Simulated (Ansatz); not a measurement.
# LiYRh: the cost of one run

Method: DFT PBE, scalar-relativistic, plane waves, PAW, in Ansatz 0.2.0.

**1. The system as given**

The structure is hexagonal, space group P-6m2 (No. 187). Conventional cell: a = 3.817 Å, b = 3.817 Å, c = 4.167 Å, α = 90.00°, β = 90.00°, γ = 120.00°. Around Li (site symmetry -6m2) lie 3 Rh at 2.20 Å. Y (site symmetry -6m2) is surrounded by 6 Li at 3.03 Å and 6 Rh at 3.03 Å. Rh (site symmetry -6m2) has 3 Li at 2.20 Å as nearest neighbours.

Structure file:

```cif
data_structure
_symmetry_space_group_name_H-M 'P 1'
_symmetry_Int_Tables_number 1
_cell_length_a 3.8170
_cell_length_b 3.8170
_cell_length_c 4.1666
_cell_angle_alpha 90.000
_cell_angle_beta 90.000
_cell_angle_gamma 120.000
_cell_volume 52.57
loop_
_atom_site_label
_atom_site_type_symbol
_atom_site_fract_x
_atom_site_fract_y
_atom_site_fract_z
_atom_site_occupancy
Li1 Li 0.66667 0.33333 0.50000 1
Y1 Y 0.00000 0.00000 0.00000 1
Rh1 Rh 0.33333 0.66667 0.50000 1
```

The cell is invented: species swapped into a database cell of BaSbPt (P-6m2, No. 187), with Y on the Ba sites, Li on the Sb sites and Rh on the Pt sites. Its size is a rough estimate.

**2. A first look at the guess**

Contents of input.yaml:

```yaml
crystal:
  lattice:
    - [3.81699216, 0.0, 0.0]
    - [-1.90849608, 3.30561217, 0.0]
    - [0.0, 0.0, 4.16661252]
  atoms:
    - { symbol: Li, position: [0.66666667, 0.33333333, 0.5] }
    - { symbol: "Y", position: [0.0, 0.0, 0.0] }
    - { symbol: Rh, position: [0.33333333, 0.66666667, 0.5] }
basis:
  ecutwfc: 420
kpoints:
  mp_grid: { grid: [6, 6, 4] }
hamiltonian:
  xc: pbe
scf:
  occupations: { method: gaussian, width: 0.1 }
  lower_state_search: "off"
output:
  forces: true
  stress: true
  eigenvalues: true
```

Run with:

```bash
> ansatz run input.yaml --threads 1 --pin off --max-ram 2048MiB --backend cpu --events-out ev --progress --plain --runs-dir out
```

**Question.** How long does this run take on 1 thread of Arm Neoverse V1, shared host, and how much memory does it need?

About 2.2 s, with a peak of 0.32 GiB.
